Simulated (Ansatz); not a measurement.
# BF2HS + HBr: a complex and its separated parts

The complex below is one end of an elementary step. How strongly is it bound against its free parts?

Program: Ansatz 0.2.0, Gaussian basis. Level of theory: PBE0-D4/def2-TZVP structures, single points in def2-TZVPP, no counterpoise correction. These are calculated values, not measurements.

Levels: SPW92, PBE-D4, BLYP-D4, r2SCAN-D4, B97M-V, PBE0-D4, B3LYP-D4, r2SCAN0-D4, BHLYP-D4, CAM-B3LYP-D4, wB97X-V, wB97M-V, B2PLYP, PBE-QIDH, RPA on PBE, Hartree-Fock, MP2, CCSD, CCSD(T).

Correlated methods freeze the cores. Filled d shells of the heavier atoms are correlated. B3LYP uses VWN-RPA correlation. B2PLYP carries no dispersion term here.

21 further runs of the same task are left out: 21 set aside as unsound or not needed.

## Step 1: The system as given

The complex: 7 atoms, charge 0, spin multiplicity 1.

Atoms are counted from 1 here; the program's logs count them from 0.

Bond lengths: B1–S2 1.810 Å, B1–F3 1.314 Å, B1–F4 1.315 Å, S2–H7 1.343 Å, H5–Br6 1.432 Å. Angles: S2–B1–F3 118.7°, S2–B1–F4 122.2°, F3–B1–F4 119.0°, B1–S2–H7 94.7°.

As a file:

```xyz
7
BBrF2H2S
B    -0.66217    0.03474   -1.06671
S     1.09232    0.29280   -0.70420
F    -1.05092   -1.14216   -1.50319
F    -1.55687    0.98628   -0.91309
H     0.80791   -0.64831    1.58770
Br    0.43424   -1.08722    2.89867
H     0.93548    1.56376   -0.29909
```

Its parts: BF2HS holds atoms 1, 2, 3, 4, 7; HBr holds atoms 5, 6. Each part counts its atoms afresh in its own runs.

## Step 2: Relaxing BF2HS alone

relax-a/in.yaml reads:

```yaml
crystal:
  periodic: [false, false, false]
  atoms:
    - {symbol: B, position_ang: [-0.662171, 0.034744, -1.066705]}
    - {symbol: S, position_ang: [1.092318, 0.292799, -0.704198]}
    - {symbol: F, position_ang: [-1.050918, -1.142155, -1.503188]}
    - {symbol: F, position_ang: [-1.556867, 0.986275, -0.913088]}
    - {symbol: H, position_ang: [0.935484, 1.563760, -0.299092]}
basis:
  gaussian: {orbitals: def2-TZVP}
hamiltonian: {xc: pbe0, dispersion: d4}
relax: {f_tol: 0.005, max_steps: 200}
```

The command line of these runs was not kept.

The log of the run (excerpt; [...] marks lines left out):

```text
Functional definition: PBE0
  name "PBE0"
  cite "Adamo & Barone, J. Chem. Phys. 110, 6158 (1999) doi:10.1063/1.478522"
  cite "Perdew, Burke & Ernzerhof, Phys. Rev. Lett. 77, 3865 (1996) doi:10.1103/PhysRevLett.77.3865"
  parent pbe
[...]
796 factors; their error is unknown
[...]
mean field -16958.92273296 eV, -623.2289152654 hartree, gradient 4.6e-5 eV, S^2 0.000000; 0 other end points of the search recorded, 0 dependent functions left out
[...]
reference -16958.92275730 eV, -623.2289161601 hartree; 20, 20 occupied and 116, 116 virtual orbitals, 796 factors
relax step   1: F+E_penalty+E_count = -16958.99079468 eV  Δ(F+E_penalty+E_count) = +0.000e0 eV  max|allowed force component| = 4.079e-1 eV/Å  Δτ_max = 0.0000 Å  (25 SCF iters, accepted)
[...]
relax step   6: F+E_penalty+E_count = -16958.99294875 eV  Δ(F+E_penalty+E_count) = -6.517e-5 eV  max|allowed force component| = 7.949e-3 eV/Å  Δτ_max = 0.0047 Å  (29 SCF iters, accepted)
[...]
relax step   7: F+E_penalty+E_count = -16958.99295555 eV  Δ(F+E_penalty+E_count) = -6.800e-6 eV  max|allowed force component| = 9.868e-4 eV/Å  Δτ_max = 0.0006 Å  (19 SCF iters, accepted)
796 factors; their error is unknown
[...]
mean field -16958.92488526 eV, -623.2289943612 hartree, gradient 4.6e-5 eV, S^2 0.000000; 1 other end points of the search recorded, 0 dependent functions left out
[...]
reference -16958.92490960 eV, -623.2289952556 hartree; 20, 20 occupied and 116, 116 virtual orbitals, 796 factors
Total energy: -16958.99297989 eV, -623.2314967925 hartree
Atom 0 at    -0.654058     0.036083    -1.064529 Å, force     0.000168     0.000335     0.000158 eV/Å
Atom 1 at     1.089674     0.288854    -0.694820 Å, force     0.000169    -0.000515    -0.000140 eV/Å
Atom 2 at    -1.052643    -1.138706    -1.508982 Å, force     0.000442     0.000101     0.000095 eV/Å
Atom 3 at    -1.557871     0.983997    -0.908476 Å, force    -0.000987     0.000113    -0.000133 eV/Å
Atom 4 at     0.932745     1.565194    -0.309464 Å, force     0.000208    -0.000035     0.000019 eV/Å
Dipole moment:     0.151891     0.207478     0.091967 e Å
```

Wall time 8 s (4 threads, shared host); peak memory 0.23 GiB.

The steps of the relaxation:

| step | energy from step 1 (eV) | largest force component (eV/Å) |
| --- | --- | --- |
| 1 | 0.0000 | 0.4079 |
| 2 | -0.0004 | 0.2118 |
| 3 | -0.0016 | 0.1700 |
| 4 | -0.0020 | 0.0709 |
| 5 | -0.0021 | 0.0285 |
| 6 | -0.0022 | 0.0079 |
| 7 | -0.0022 | 0.0010 |

Distances of close pairs at the start and the end, largest changes first:

| bond | before (Å) | after (Å) | change (Å) |
| --- | --- | --- | --- |
| B1–S2 | 1.810 | 1.800 | -0.010 |
| B1–F4 | 1.315 | 1.319 | +0.004 |
| B1–F3 | 1.314 | 1.318 | +0.004 |
| S2–H5 | 1.343 | 1.342 | -0.001 |

## Step 3: Relaxing HBr alone

relax-b/in.yaml reads:

```yaml
crystal:
  periodic: [false, false, false]
  atoms:
    - {symbol: H, position_ang: [0.807910, -0.648307, 1.587701]}
    - {symbol: Br, position_ang: [0.434241, -1.087216, 2.898672]}
basis:
  gaussian: {orbitals: def2-TZVP}
hamiltonian: {xc: pbe0, dispersion: d4}
relax: {f_tol: 0.005, max_steps: 200}
```

The log of the run (excerpt; [...] marks lines left out):

```text
[... 5 set-up lines as earlier in the session ...]
[...]
457 factors; their error is unknown
[...]
mean field -70054.57107328 eV, -2574.4580022494 hartree, gradient 2.3e-5 eV, S^2 0.000000; 0 other end points of the search recorded, 0 dependent functions left out
[...]
reference -70054.57109057 eV, -2574.4580028847 hartree; 18, 18 occupied and 36, 36 virtual orbitals, 457 factors
relax step   1: F+E_penalty+E_count = -70054.57659643 eV  Δ(F+E_penalty+E_count) = +0.000e0 eV  max|allowed force component| = 2.676e-1 eV/Å  Δτ_max = 0.0000 Å  (24 SCF iters, accepted)
[...]
relax step   2: F+E_penalty+E_count = -70054.57825254 eV  Δ(F+E_penalty+E_count) = -1.656e-3 eV  max|allowed force component| = 4.607e-2 eV/Å  Δτ_max = 0.0048 Å  (28 SCF iters, accepted)
[...]
relax step   3: F+E_penalty+E_count = -70054.57830147 eV  Δ(F+E_penalty+E_count) = -4.893e-5 eV  max|allowed force component| = 4.531e-4 eV/Å  Δτ_max = 0.0010 Å  (29 SCF iters, accepted)
457 factors; their error is unknown
[...]
mean field -70054.57278216 eV, -2574.4580650495 hartree, gradient 9.1e-6 eV, S^2 0.000000; 1 other end points of the search recorded, 0 dependent functions left out
[...]
reference -70054.57279944 eV, -2574.4580656844 hartree; 18, 18 occupied and 36, 36 virtual orbitals, 457 factors
Total energy: -70054.57831875 eV, -2574.4582685154 hartree
Atom 0 at     0.806400    -0.650080     1.592998 Å, force     0.000129     0.000152    -0.000453 eV/Å
Atom 1 at     0.435751    -1.085443     2.893375 Å, force    -0.000129    -0.000152     0.000453 eV/Å
Dipole moment:     0.051751     0.060786    -0.181561 e Å
```

Run time: 0.9 s. Hardware: 4 threads, shared host; peak memory 0.1 GiB.

Relaxation path:

| step | energy from step 1 (eV) | largest force component (eV/Å) |
| --- | --- | --- |
| 1 | 0.0000 | 0.2676 |
| 2 | -0.0017 | 0.0461 |
| 3 | -0.0017 | 0.0005 |

The bond:

```
  bond  before (Å)  after (Å)  change (Å)
H1–Br2       1.432      1.421      -0.012
```

## Step 4: wB97M-V/def2-TZVPP

parta/in.yaml reads:

```yaml
crystal:
  periodic: [false, false, false]
  atoms:
    - {symbol: B, position_ang: [-0.654058, 0.036083, -1.064529]}
    - {symbol: S, position_ang: [1.089674, 0.288854, -0.694820]}
    - {symbol: F, position_ang: [-1.052643, -1.138706, -1.508982]}
    - {symbol: F, position_ang: [-1.557871, 0.983997, -0.908476]}
    - {symbol: H, position_ang: [0.932745, 1.565194, -0.309464]}
basis:
  gaussian: {orbitals: def2-TZVPP}
hamiltonian: {xc: {name: wB97M-V}}
```

partb/in.yaml reads:

```yaml
crystal:
  periodic: [false, false, false]
  atoms:
    - {symbol: H, position_ang: [0.806400, -0.650080, 1.592998]}
    - {symbol: Br, position_ang: [0.435751, -1.085443, 2.893375]}
basis:
  gaussian: {orbitals: def2-TZVPP}
hamiltonian: {xc: {name: wB97M-V}}
```

parta printed (excerpt; [...] marks lines left out):

```text
Functional definition: wB97M-V
  name "wB97M-V"
  cite "Mardirossian & Head-Gordon, J. Chem. Phys. 144, 214110 (2016) doi:10.1063/1.4952647"
  cite "Becke, J. Chem. Phys. 107, 8554 (1997) doi:10.1063/1.475007"
  cite "Vydrov & Van Voorhis, J. Chem. Phys. 133, 244103 (2010) doi:10.1063/1.3521275"
  # Of w^i u^j: cxij and so on, Table III.
[...]
  gx(w, u) = 1 - cx + cx01*u + cx10*w
  gss(w, u) = css00 + css04*u^4 + css10*w + css20*w^2 + css43*w^4*u^3
  gos(w, u) = cos00 + cos10*w + (cos20 + cos21*u)*w^2 + (cos60 + cos61*u)*w^6
[...]
      + integral(e_c_pw_mod_opposite_spin*gos(b97_w_opposite, b97_u_opposite)) + vv10(b, c)
831 factors; their error is unknown
166 factors; integrals over basis functions are off by at most 9.7e-6 eV
[...]
mean field -16966.75110464 eV, -623.5166026184 hartree, gradient 3.4e-5 eV, S^2 0.000000; 0 other end points of the search recorded, 0 dependent functions left out
reference -16966.75114486 eV, -623.5166040966 hartree; 20, 20 occupied and 129, 129 virtual orbitals, 831 factors
Total energy: -16966.75114486 eV, -623.5166040966 hartree
```

Output in partb (excerpt; [...] marks lines left out):

```text
[... 5 set-up lines as earlier in the session ...]
  # Of w^i u^j: cxij and so on, Table III.
[...]
  gx(w, u) = 1 - cx + cx01*u + cx10*w
  gss(w, u) = css00 + css04*u^4 + css10*w + css20*w^2 + css43*w^4*u^3
  gos(w, u) = cos00 + cos10*w + (cos20 + cos21*u)*w^2 + (cos60 + cos61*u)*w^6
[...]
      + integral(e_c_pw_mod_opposite_spin*gos(b97_w_opposite, b97_u_opposite)) + vv10(b, c)
467 factors; their error is unknown
72 factors; integrals over basis functions are off by at most 1.1e-4 eV
[...]
mean field -70058.67557348 eV, -2574.6088398494 hartree, gradient 8.6e-6 eV, S^2 0.000000; 0 other end points of the search recorded, 0 dependent functions left out
reference -70058.67559928 eV, -2574.6088407977 hartree; 18, 18 occupied and 44, 44 virtual orbitals, 467 factors
Total energy: -70058.67559928 eV, -2574.6088407977 hartree
```

They took 2.8 s (parta), 0.65 s (partb) on 4 threads, shared host; peak memory 0.34 GiB.

## Step 5: CCSD(T)/def2-TZVPP

The same edit goes into each in.yaml of step 4 (parta, partb):

```diff
-hamiltonian: {xc: {name: wB97M-V}}
+correlation: {method: ccsd_t}
```

Log of parta (excerpt; [...] marks lines left out):

```text
Functional definition: HF
  name "HF"
  cite "Fock, Z. Phys. 61, 126 (1930) doi:10.1007/BF01340294"
[... 1 set-up line as earlier in the session ...]
[...]
934 factors; integrals over basis functions are off by at most 1.2e-3 eV
[...]
mean field -16924.03030074 eV, -621.9466420323 hartree, gradient 5.7e-6 eV, S^2 0.000000; 0 other end points of the search recorded, 0 dependent functions left out
8 core orbitals not correlated: weight in the atoms' cores, before any rotation towards them, 1.000 or more for the frozen orbitals, at most 0.000 for the correlated occupied ones
reference -16924.03030074 eV, -621.9466420323 hartree; 12, 12 occupied and 129, 129 virtual orbitals, 934 factors
second order -20.80470393 eV of doubles, -0.00000000 eV of singles
cycle   1  -20.85186630 eV  change   -4.7e-2 eV  update   9.4e-2
[...]
cycle   9  -21.35914106 eV  change   -1.5e-5 eV  update   1.7e-5
perturbative correction -0.73375771 eV, -0.0269650987 hartree
Total energy: -16946.12319951 eV, -622.7585410873 hartree
```

Log of partb (excerpt; [...] marks lines left out):

```text
[... 4 set-up lines as earlier in the session ...]
[...]
399 factors; integrals over basis functions are off by at most 1.5e-3 eV
[...]
mean field -70014.93832559 eV, -2573.0015256358 hartree, gradient 1.4e-6 eV, S^2 0.000000; 0 other end points of the search recorded, 0 dependent functions left out
9 core orbitals not correlated: weight in the atoms' cores, before any rotation towards them, 1.000 or more for the frozen orbitals, at most 0.000 for the correlated occupied ones
reference -70014.93832559 eV, -2573.0015256358 hartree; 9, 9 occupied and 44, 44 virtual orbitals, 399 factors
second order -7.83906869 eV of doubles, -0.00000000 eV of singles
cycle   1  -7.92765105 eV  change   -8.9e-2 eV  update   4.5e-2
[...]
cycle   7  -8.11359549 eV  change   -4.6e-6 eV  update   1.2e-5
perturbative correction -0.24160130 eV, -0.0088786841 hartree
Total energy: -70023.29352239 eV, -2573.3085734547 hartree
```

Wall times: 11 s (parta), 0.35 s (partb) on 4 threads, shared host; peak memory 1 GiB.

## Step 6: Vibrations of BF2HS

vib-parta/in.yaml reads:

```yaml
crystal:
  periodic: [false, false, false]
  atoms:
    - {symbol: B, position_ang: [-0.654058, 0.036083, -1.064529]}
    - {symbol: S, position_ang: [1.089674, 0.288854, -0.694820]}
    - {symbol: F, position_ang: [-1.052643, -1.138706, -1.508982]}
    - {symbol: F, position_ang: [-1.557871, 0.983997, -0.908476]}
    - {symbol: H, position_ang: [0.932745, 1.565194, -0.309464]}
basis:
  gaussian: {orbitals: def2-TZVP}
hamiltonian: {xc: pbe0, dispersion: d4}
phonons: {temperatures: {t_min: 298.15, t_max: 900, t_step: 200}}
```

The log of the run (excerpt; [...] marks lines left out):

```text
[... 5 set-up lines as earlier in the session ...]
[...]
796 factors; their error is unknown
[...]
mean field -16958.92488526 eV, -623.2289943610 hartree, gradient 3.8e-5 eV, S^2 0.000000; 0 other end points of the search recorded, 0 dependent functions left out
[...]
reference -16958.92490959 eV, -623.2289952553 hartree; 20, 20 occupied and 116, 116 virtual orbitals, 796 factors
[... from here to the last solve, the lines of the solves are left out (29 solves) ...]
796 factors; their error is unknown
mean field -16958.92487586 eV, -623.2289940158 hartree, gradient 2.3e-6 eV, S^2 0.000000; 0 other end points of the search recorded, 0 dependent functions left out
[...]
reference -16958.92490020 eV, -623.2289949101 hartree; 20, 20 occupied and 116, 116 virtual orbitals, 796 factors
Total energy: -16958.99297988 eV, -623.2314967923 hartree
Atom 0 at    -0.654058     0.036083    -1.064529 Å, force     0.000159     0.000299     0.000155 eV/Å
Atom 1 at     1.089674     0.288854    -0.694820 Å, force     0.000169    -0.000506    -0.000140 eV/Å
Atom 2 at    -1.052643    -1.138706    -1.508982 Å, force     0.000455     0.000126     0.000102 eV/Å
Atom 3 at    -1.557871     0.983997    -0.908476 Å, force    -0.000992     0.000123    -0.000134 eV/Å
Atom 4 at     0.932745     1.565194    -0.309464 Å, force     0.000210    -0.000042     0.000017 eV/Å
Dipole moment:     0.151891     0.207479     0.091967 e Å
Vibrations: 295.17 368.26 412.10 583.33 682.77 837.08 1257.90 1429.54 2724.34 cm⁻¹, zero-point energy 0.532543 eV
```

It took 21 s on 4 threads, shared host; peak memory 0.24 GiB.

Wavenumbers and character of the modes:

```csv
mode,wavenumber (cm⁻¹),character
1,295,bend
2,368,torsion
3,412,bend
4,583,out-of-plane bend with torsion
5,683,B–S and B–F stretch
6,837,bend
7,1258,B–F stretch
8,1430,B–F stretch
9,2724,S–H stretch
```

Vibrational sums (real modes only):

| T (K) | entropy (J/mol/K) | heat capacity (J/mol/K) |
| --- | --- | --- |
| 298 | 18.8 | 31.2 |
| 498 | 38.7 | 46.3 |
| 698 | 55.8 | 54.9 |
| 898 | 70.3 | 60.2 |

## Step 7: Vibrations of HBr

vib-partb/in.yaml reads:

```yaml
crystal:
  periodic: [false, false, false]
  atoms:
    - {symbol: H, position_ang: [0.806400, -0.650080, 1.592998]}
    - {symbol: Br, position_ang: [0.435751, -1.085443, 2.893375]}
basis:
  gaussian: {orbitals: def2-TZVP}
hamiltonian: {xc: pbe0, dispersion: d4}
phonons: {temperatures: {t_min: 298.15, t_max: 900, t_step: 200}}
```

The log of the run (excerpt; [...] marks lines left out):

```text
[... 5 set-up lines as earlier in the session ...]
[...]
457 factors; their error is unknown
[...]
mean field -70054.57278216 eV, -2574.4580650495 hartree, gradient 2.1e-5 eV, S^2 0.000000; 0 other end points of the search recorded, 0 dependent functions left out
[...]
reference -70054.57279944 eV, -2574.4580656844 hartree; 18, 18 occupied and 36, 36 virtual orbitals, 457 factors
[...]
457 factors; their error is unknown
[...]
mean field -70054.57278216 eV, -2574.4580650495 hartree, gradient 1.2e-6 eV, S^2 0.000000; 0 other end points of the search recorded, 0 dependent functions left out
[...]
reference -70054.57279944 eV, -2574.4580656844 hartree; 18, 18 occupied and 36, 36 virtual orbitals, 457 factors
[...]
457 factors; their error is unknown
[...]
mean field -70054.57270152 eV, -2574.4580620861 hartree, gradient 1.2e-6 eV, S^2 0.000000; 0 other end points of the search recorded, 0 dependent functions left out
[...]
reference -70054.57271880 eV, -2574.4580627211 hartree; 18, 18 occupied and 36, 36 virtual orbitals, 457 factors
[...]
457 factors; their error is unknown
mean field -70054.57269999 eV, -2574.4580620299 hartree, gradient 1.2e-6 eV, S^2 0.000000; 0 other end points of the search recorded, 0 dependent functions left out
[...]
reference -70054.57271727 eV, -2574.4580626647 hartree; 18, 18 occupied and 36, 36 virtual orbitals, 457 factors
Total energy: -70054.57831875 eV, -2574.4582685154 hartree
Atom 0 at     0.806400    -0.650080     1.592998 Å, force     0.000131     0.000154    -0.000461 eV/Å
Atom 1 at     0.435751    -1.085443     2.893375 Å, force    -0.000131    -0.000154     0.000461 eV/Å
Dipole moment:     0.051751     0.060786    -0.181562 e Å
Vibrations: 2667.60 cm⁻¹, zero-point energy 0.165370 eV
```

It took 2 s on 4 threads, shared host; peak memory 0.1 GiB.

The modes, with what each moves most:

| mode | wavenumber (cm⁻¹) | character |
| --- | --- | --- |
| 1 | 2668 | Br–H stretch |

Vibrational sums (real modes only):

```
T (K)  entropy (J/mol/K)  heat capacity (J/mol/K)
  298                0.0                      0.0
  498                0.0                      0.2
  698                0.2                      1.0
  898                0.6                      2.2
```

## Step 8: Complex less separated parts

The complex's own energies come from single points at the same levels. Levels not printed above were run the same way.

Rows are in def2-TZVPP; times add the 3 runs of a level on a shared host, so small differences are noise.

Differences are taken before rounding.

```csv
method,rung,complex less parts (eV),from CCSD(T) (eV),time
SPW92,LDA,-0.193,-0.130,1.5 s
PBE-D4,GGA,-0.138,-0.076,2.4 s
BLYP-D4,GGA,-0.123,-0.061,2.5 s
r2SCAN-D4,meta-GGA,-0.096,-0.034,5.9 s
B97M-V,meta-GGA,-0.086,-0.023,10 s
PBE0-D4,hybrid,-0.115,-0.052,3.8 s
B3LYP-D4,hybrid,-0.110,-0.047,3.5 s
r2SCAN0-D4,hybrid,-0.088,-0.026,6.7 s
BHLYP-D4,hybrid,-0.093,-0.031,3.6 s
CAM-B3LYP-D4,range-separated hybrid,-0.094,-0.031,3.9 s
wB97X-V,range-separated hybrid,-0.075,-0.012,9.5 s
wB97M-V,range-separated hybrid,-0.076,-0.013,11 s
B2PLYP,double hybrid,-0.051,+0.012,6.2 s
PBE-QIDH,double hybrid,-0.070,-0.007,6.4 s
RPA on PBE,RPA,-0.027,+0.036,5.6 s
Hartree-Fock,wavefunction,0.051,+0.114,
MP2,wavefunction,-0.088,-0.025,
CCSD,wavefunction,-0.042,+0.020,
CCSD(T),wavefunction,-0.063,0,2.5 min
```

Among the levels timed on like hardware and quicker than the yardstick, those that no quicker one beats, quickest first: SPW92 (1.5 s, -0.130 eV); PBE-D4 (2.4 s, -0.076 eV); BLYP-D4 (2.5 s, -0.061 eV); B3LYP-D4 (3.5 s, -0.047 eV); BHLYP-D4 (3.6 s, -0.031 eV); B2PLYP (6.2 s, +0.012 eV); PBE-QIDH (6.4 s, -0.007 eV).

For cost: PBE-QIDH gets within 0.007 eV in 6.4 s, where CCSD(T) took 2.5 min; the quickest level in the cost chart, SPW92, takes 1.5 s and misses by 0.130 eV.

The complex's zero-point energy, from a separate PBE0-D4 run, is 0.733 eV.

## Step 9: Results

| quantity | value |
| --- | --- |
| complex less parts, CCSD(T)/def2-TZVPP | -0.063 eV |
| with zero-point energy | -0.027 eV |
| largest T1 diagnostic | 0.013 |

At CCSD(T) the complex lies 0.063 eV below its parts. The functionals run from PBE-QIDH, off by -0.007 eV, to SPW92, off by -0.130 eV, against CCSD(T). Mean unsigned error by rung: LDA 0.130, GGA 0.068, meta-GGA 0.028, hybrid 0.039, range-separated hybrid 0.019, double hybrid 0.010 eV. PBE-D4 gives a relative energy 0.076 eV too low, an error of 121 % of the reference. No counterpoise was applied, and triple zeta lacks some correlation, so the CCSD(T) reference has a basis error of its own, and close matches with it are partly luck.
